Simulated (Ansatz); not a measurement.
# HMgZn: the cost of one run

All numbers below are computed with Ansatz 0.2.0 (UKS PBE/def2-SVP).

## 1. The starting structure

Bond lengths: Mg1–Zn2 2.836 Å.

As a file:

```xyz
3

Mg   -0.3327   -1.0670   -0.2784
Zn    1.7357    0.4084    0.9821
H    -1.4030    0.6585   -0.7037
```

## 2. Preparing the start

input.yaml reads:

```yaml
crystal:
  periodic: [false, false, false]
  atoms:
    - { symbol: Mg, position_ang: [-0.33267, -1.06696, -0.27841] }
    - { symbol: Zn, position_ang: [1.73566, 0.40845, 0.98212] }
    - { symbol: H, position_ang: [-1.40299, 0.65851, -0.70371] }
magnetization:
  spin_polarized: true
  initial_magnetization: 1
basis:
  gaussian: { orbitals: def2-SVP }
hamiltonian:
  xc: pbe
relax:
  f_tol: 0.02
  max_steps: 40
```

Launch:

```sh
$ ansatz run input.yaml --threads 1 --pin off --max-ram 2048MiB --backend cpu --events-out ev --progress --plain --runs-dir out
```

Q: Estimate wall time and peak memory on 1 thread of AMD EPYC 9R45 (Zen 5), shared host.

About 6.9 s, with a peak of 0.15 GiB.
